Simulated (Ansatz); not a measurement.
# CH₂AlNO: taking an electron away

How much energy removes an electron from CH₂AlNO at fixed geometry? The cation is run at each level and the neutral's energy taken from earlier runs.

The runs use Ansatz 0.2.0, Gaussian basis; unrestricted cation, the program's frozen cores in correlated methods.

Levels to be run: UKS PBE-D4/def2-TZVPP; UKS r2SCAN-D4/def2-TZVPP; UKS PBE0-D4/def2-TZVPP; UKS B3LYP-D4/def2-TZVPP; UKS wB97X-V/def2-TZVPP; UKS wB97M-V/def2-TZVPP; UKS B2PLYP/def2-TZVPP; UHF-CCSD(T)/def2-TZVPP; UHF-CCSD(T)/def2-QZVPP; extrapolation to the limit; then −ε(HOMO) from the neutral's earlier runs with LDA (SPW92), PBE-D4, revPBE-D4, BLYP-D4, r2SCAN-D4, B97M-V, PBE0-D4, B3LYP-D4, r2SCANh-D4, r2SCAN0-D4, HSE06-D4, BHLYP-D4, CAM-B3LYP-D4, LC-ωPBE, ωB97X-V, ωB97M-V.

## (1) Structure used throughout

The geometry comes from an earlier relaxation with PBE0-D4 in a triple-zeta def2 set; it is a stationary point.

SMILES `O=C=[N][AlH2]`, 6 atoms, charge 0, spin multiplicity 1.

Atoms are counted from 1 here; the program's logs count them from 0.

Bond lengths: O1–C2 1.166 Å, C2–N3 1.196 Å, N3–Al4 1.770 Å, Al4–H5 1.575 Å, Al4–H6 1.575 Å. Angles: O1–C2–N3 180.0°, C2–N3–Al4 179.7°, N3–Al4–H5 117.5°, N3–Al4–H6 117.5°, H5–Al4–H6 125.0°.

## (2) Cation, UKS PBE-D4/def2-TZVPP

Input file in.yaml:

```yaml
crystal:
  periodic: [false, false, false]
  atoms:
    - {symbol: O, position_ang: [1.702251, -2.146667, 0.966292]}
    - {symbol: C, position_ang: [1.019684, -1.287664, 0.572523]}
    - {symbol: N, position_ang: [0.319596, -0.406854, 0.168291]}
    - {symbol: Al, position_ang: [-0.716086, 0.900750, -0.422488]}
    - {symbol: H, position_ang: [-1.263762, 0.785836, -1.894827]}
    - {symbol: H, position_ang: [-1.019683, 2.090499, 0.564109]}
basis:
  gaussian: {orbitals: def2-TZVPP}
total_charge: 1
magnetization: {spin_polarized: true, initial_magnetization: 1}
hamiltonian: {xc: pbe, dispersion: d4}
```

Command:

```bash
ansatz run in.yaml --threads 2 --pin off --events-out ev --progress --plain --max-ram 22528MiB --backend cpu
```

Further steps of the session: Cation, UKS r2SCAN-D4/def2-TZVPP; Cation, UKS PBE0-D4/def2-TZVPP; Cation, UKS B3LYP-D4/def2-TZVPP; Cation, UKS wB97X-V/def2-TZVPP; Cation, UKS wB97M-V/def2-TZVPP; Cation, UKS B2PLYP (frozen core)/def2-TZVPP; Cation, UHF-CCSD(T)/def2-TZVPP; Cation, UHF-CCSD(T)/def2-QZVPP.

Q: Predict the results of all the runs planned. Wanted: ionisation energy, CCSD(T)/CBS; nearest functional by difference; nearest −ε(HOMO); −ε(HOMO) of PBE; T1 of the cation.

**Answer**, as computed:

| quantity | value |
| --- | --- |
| ionisation energy, CCSD(T)/CBS | 11.04 eV |
| nearest functional by difference | ωB97X-V (-0.23 eV) |
| nearest −ε(HOMO) | LC-ωPBE (+0.00 eV) |
| −ε(HOMO) of PBE | 7.02 eV |
| T1 of the cation | 0.052 |

**Reading.** By cation minus neutral, the functionals miss by 0.96 eV at most. −ε(HOMO) of PBE misses by 4.0 eV, since self-interaction lifts the level. Among orbital estimates LC-ωPBE comes nearest. Hartree-Fock falls 1.23 eV short, as the neutral has more correlation energy than the cation. The cation's T1 (from the report) is 0.052, above the customary mark of 0.045 for open shells, so the coupled-cluster value is less safe.
